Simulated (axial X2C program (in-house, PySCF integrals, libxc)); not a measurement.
# A two-component session on SnF: EOM-EA-CCSD levels

Aim: EOM-EA-CCSD levels of SnF, with spin–orbit coupling in the Hamiltonian from the start.

Program: an in-house X2C program for linear molecules on PySCF integrals. Level of theory: two-component X2C with atomic mean-field terms, Sn dyall-acv3z, F dyall-av3z. These are calculated values, not measurements.

## Step 1: The job

Contents of task.json:

```json
{
 "zs": [
  50,
  9
 ],
 "q": 0,
 "bas": [
  "dyall-acv3z",
  "dyall-av3z"
 ],
 "r0": 2.04,
 "eom": "ea",
 "thr": -1.0,
 "nmax": 92,
 "grid": [
  1,
  0.96,
  1.045,
  0.92,
  1.09,
  1.15
 ]
}
```

Keys: zs atomic numbers; q charge; bas basis sets; r0 starting distance in Å; eom kind of EOM run; thr threshold in hartree for freezing inner shells (an s shell follows its p shell); nmax most natural virtual spinors; grid distances as factors.

Run with:

```console
> python soeom.py task.json out
```

Nuclei are Gaussian, cores are contracted, and the Gaunt term is on.

## Step 2: EOM-EA-CCSD at 1.955 Å

Reference: the closed shell SnF⁺; 10 electrons correlated, 92 virtual spinors; roots sought by Ω: 1/2: 5, 3/2: 4, 5/2: 2, 7/2: 1.

Output:

```text
two-component X2C + atomic mean field  HF
basis functions 199  fitting functions 1002  grid points 5079
iter        total energy     max residual
   1      -6270.556937166     1.86e-01
   2      -6270.586380383     7.62e-03
   3      -6270.587474420     4.46e-03
   4      -6270.587865224     1.60e-03
   5      -6270.587918601     3.41e-04
   6      -6270.587923853     1.36e-04
   7      -6270.587924495     5.38e-05
   8      -6270.587924650     2.27e-05
   9      -6270.587924668     3.39e-06
  10      -6270.587924668     6.70e-07
converged
one-electron -8849.15448106  Coulomb 2634.11847669  exact exchange -173.83133951  xc functional 0.00000000  nuclear repulsion 121.80549612  atomic mean-field constant -3.52607691
correlated 10  virtual 290  natural virtual 92  E(MP2) -0.332938400  MP2 remainder -0.041406954
iter   CCSD correlation   residual
   1     -0.281953677   1.52e-01
   2     -0.291353142   8.35e-02
   3     -0.295169383   2.89e-02
   4     -0.295151518   1.00e-02
   5     -0.295109766   3.56e-03
   6     -0.295149130   1.79e-03
   7     -0.295159835   6.72e-04
   8     -0.295155204   2.19e-04
   9     -0.295162190   8.37e-05
  10     -0.295160305   3.39e-05
  11     -0.295160980   1.73e-05
  12     -0.295161009   6.41e-06
  13     -0.295160939   2.68e-06
  14     -0.295160915   1.32e-06
  15     -0.295160909   6.30e-07
(T) -0.010334199  T1 0.0331  D1 0.0485  max T2 0.081
EOM-EA-CCSD roots
2*Omega      energy/Eh   energy/eV  one-particle weight
    1      -0.26126541     -7.1094      0.965
    1      -0.16700974     -4.5446      0.965
    1      -0.10956825     -2.9815      0.988
    1      -0.08976558     -2.4426      0.001
    1      -0.07475878     -2.0343      0.991
    3      -0.25179848     -6.8518      0.966
    3      -0.08914267     -2.4257      0.000
    3      -0.07333752     -1.9956      0.992
    3      -0.06747201     -1.8360      0.848
    5      -0.06708139     -1.8254      0.852
    5      -0.00156993     -0.0427      0.187
    7       0.13150928      3.5785      0.000
```

T1 in the output is the amplitude norm over the root of the electron number; divide by √2 for the Lee–Taylor value.

| Ω | binding energy (eV) | above lowest (cm⁻¹) | spinor | weight |
| --- | --- | --- | --- | --- |
| 1/2 | 7.109 | 0 | 88% Sn pπ, 6% F pπ | 0.97 |
| 3/2 | 6.852 | 2080 | 88% Sn pπ, 7% F pπ | 0.97 |
| 1/2 | 4.545 | 20690 | 64% Sn pσ, 18% Sn dσ, 8% F sσ | 0.96 |
| 1/2 | 2.982 | 33290 | 88% Sn sσ, 7% Sn pσ | 0.99 |
| 1/2 | 2.034 | 40930 | 96% Sn pπ | 0.99 |
| 3/2 | 1.996 | 41250 | 97% Sn pπ | 0.99 |
| 3/2 | 1.836 | 42530 | 99% Sn dδ | 0.85 |
| 5/2 | 1.825 | 42620 | 100% Sn dδ | 0.85 |

It took 9.5 s on 1 thread of Arm Neoverse V1, shared host; peak memory 0.75 GiB.

## Step 3: EOM-EA-CCSD at 1.877 Å

| Ω | binding energy (eV) | above lowest (cm⁻¹) | spinor | weight |
| --- | --- | --- | --- | --- |
| 1/2 | 6.958 | 0 | 86% Sn pπ, 7% F pπ | 0.97 |
| 3/2 | 6.707 | 2030 | 86% Sn pπ, 7% F pπ | 0.97 |
| 1/2 | 4.317 | 21300 | 63% Sn pσ, 19% Sn dσ, 9% F sσ | 0.97 |
| 1/2 | 2.940 | 32410 | 88% Sn sσ, 7% Sn pσ | 0.99 |
| 1/2 | 2.013 | 39890 | 97% Sn pπ | 0.99 |
| 3/2 | 1.975 | 40190 | 98% Sn pπ | 0.99 |
| 3/2 | 1.795 | 41640 | 99% Sn dδ | 0.85 |
| 5/2 | 1.785 | 41720 | 100% Sn dδ | 0.86 |

It took 9.2 s on 1 thread of Arm Neoverse V1, shared host; peak memory 0.77 GiB.

## Step 4: EOM-EA-CCSD at 2.043 Å

| Ω | binding energy (eV) | above lowest (cm⁻¹) | spinor | weight |
| --- | --- | --- | --- | --- |
| 1/2 | 7.275 | 0 | 89% Sn pπ | 0.97 |
| 3/2 | 7.011 | 2130 | 89% Sn pπ | 0.97 |
| 1/2 | 4.817 | 19830 | 65% Sn pσ, 16% Sn dσ, 7% F sσ | 0.96 |
| 1/2 | 3.025 | 34280 | 87% Sn sσ, 7% Sn pσ | 0.99 |
| 1/2 | 2.061 | 42060 | 95% Sn pπ | 0.99 |
| 3/2 | 2.022 | 42380 | 96% Sn pπ | 0.99 |
| 3/2 | 1.884 | 43480 | 99% Sn dδ | 0.84 |
| 5/2 | 1.874 | 43570 | 99% Sn dδ | 0.84 |

It took 10 s on 1 thread of Arm Neoverse V1, shared host; peak memory 0.79 GiB.

## Step 5: EOM-EA-CCSD at 1.799 Å

| Ω | binding energy (eV) | above lowest (cm⁻¹) | spinor | weight |
| --- | --- | --- | --- | --- |
| 1/2 | 6.797 | 0 | 84% Sn pπ, 8% F pπ | 0.97 |
| 3/2 | 6.557 | 1930 | 84% Sn pπ, 8% F pπ | 0.97 |
| 1/2 | 4.109 | 21680 | 62% Sn pσ, 20% Sn dσ, 9% F sσ | 0.97 |
| 1/2 | 2.894 | 31480 | 87% Sn sσ, 9% Sn pσ | 0.99 |
| 1/2 | 1.993 | 38740 | 97% Sn pπ | 0.99 |
| 3/2 | 1.956 | 39040 | 98% Sn pπ | 0.99 |
| 3/2 | 1.807 | 40240 | 99% Sn dδ | 0.87 |
| 5/2 | 1.751 | 40700 | 99% Sn dδ | 0.87 |

Wall time 9.7 s (1 thread of Arm Neoverse V1, shared host); peak memory 0.79 GiB.

## Step 6: EOM-EA-CCSD at 2.131 Å

| Ω | binding energy (eV) | above lowest (cm⁻¹) | spinor | weight |
| --- | --- | --- | --- | --- |
| 1/2 | 7.436 | 0 | 91% Sn pπ | 0.97 |
| 3/2 | 7.166 | 2180 | 91% Sn pπ | 0.97 |
| 1/2 | 5.098 | 18860 | 66% Sn pσ, 15% Sn dσ, 8% F pσ | 0.96 |
| 1/2 | 3.067 | 35240 | 87% Sn sσ, 7% Sn pσ | 0.99 |
| 1/2 | 2.089 | 43130 | 94% Sn pπ | 0.99 |
| 3/2 | 2.050 | 43450 | 95% Sn pπ | 0.99 |
| 3/2 | 1.935 | 44370 | 99% Sn dδ | 0.83 |
| 5/2 | 1.924 | 44460 | 99% Sn dδ | 0.84 |

It took 10 s on 1 thread of Arm Neoverse V1, shared host; peak memory 0.79 GiB.

## Step 7: EOM-EA-CCSD at 2.248 Å

| Ω | binding energy (eV) | above lowest (cm⁻¹) | spinor | weight |
| --- | --- | --- | --- | --- |
| 1/2 | 7.642 | 0 | 92% Sn pπ | 0.96 |
| 3/2 | 7.364 | 2240 | 93% Sn pπ | 0.97 |
| 1/2 | 5.472 | 17500 | 67% Sn pσ, 13% Sn dσ, 9% F pσ | 0.96 |
| 1/2 | 3.121 | 36460 | 86% Sn sσ, 7% Sn pσ | 0.99 |
| 1/2 | 2.130 | 44450 | 92% Sn pπ, 6% Sn dπ | 0.99 |
| 3/2 | 2.090 | 44770 | 93% Sn pπ, 6% Sn dπ | 0.99 |
| 3/2 | 2.005 | 45460 | 99% Sn dδ | 0.82 |
| 5/2 | 1.993 | 45560 | 99% Sn dδ | 0.83 |

It took 10 s on 1 thread of Arm Neoverse V1, shared host; peak memory 0.8 GiB.

## Step 8: Curves of the states

Energies in eV from the lowest point of the lowest state; states are followed by energy order within each Ω.

| R (Å) | (1)Ω=1/2 | (1)Ω=3/2 | (2)Ω=1/2 | (3)Ω=1/2 | (5)Ω=1/2 | (3)Ω=3/2 | (4)Ω=3/2 | (1)Ω=5/2 |
| --- | --- | --- | --- | --- | --- | --- | --- | --- |
| 1.799 | 0.3405 | 0.5803 | 3.0282 | 4.2435 | 5.1443 | 5.1813 | 5.3302 | 5.3868 |
| 1.877 | 0.0757 | 0.3273 | 2.7167 | 4.0942 | 5.0209 | 5.0593 | 5.2385 | 5.2489 |
| 1.955 | 0.0000 | 0.2576 | 2.5648 | 4.1279 | 5.0751 | 5.1138 | 5.2734 | 5.2840 |
| 2.043 | 0.0632 | 0.3271 | 2.5217 | 4.3135 | 5.2779 | 5.3170 | 5.4542 | 5.4651 |
| 2.131 | 0.2274 | 0.4975 | 2.5659 | 4.5969 | 5.5744 | 5.6140 | 5.7288 | 5.7399 |
| 2.248 | 0.5362 | 0.8140 | 2.7061 | 5.0563 | 6.0473 | 6.0873 | 6.1731 | 6.1844 |

Constants where the minimum is well bracketed (masses 119.902 and 18.998 u):

| state | Te (cm⁻¹) | Re (Å) | ωe (cm⁻¹) |
| --- | --- | --- | --- |
| (1)Ω=1/2 | 0 | 1.958 | 578 |
| (1)Ω=3/2 | 2080 | 1.954 | 581 |
| (2)Ω=1/2 | 20340 | 2.036 | 438 |
| (3)Ω=1/2 | 32970 | 1.898 | 667 |
| (5)Ω=1/2 | 40480 | 1.887 | 673 |
| (3)Ω=3/2 | 40790 | 1.887 | 672 |
| (1)Ω=5/2 | 42300 | 1.896 | 653 |

## Step 9: Summary of results

| quantity | value |
| --- | --- |
| lowest root at 1.955 Å | Ω = 1/2, 7.109 eV |
| next root led by one particle | Ω = 3/2, about 2080 cm⁻¹ higher |
| T1 of the reference | 0.023 |
| lowest state, Re and ωe | 1.958 Å, 578 cm⁻¹ |

What this shows: The added electron is bound by 7.11 eV in a spinor of 88% Sn pπ, 6% F pπ. Errors of 0.1 to 0.3 eV are usual at this size, and roots led by higher excitations are left out, so the list is incomplete, and low states of that kind can be missing. The bond is 0.080 Å longer than in the closed-shell reference at CCSD (1.878 Å).
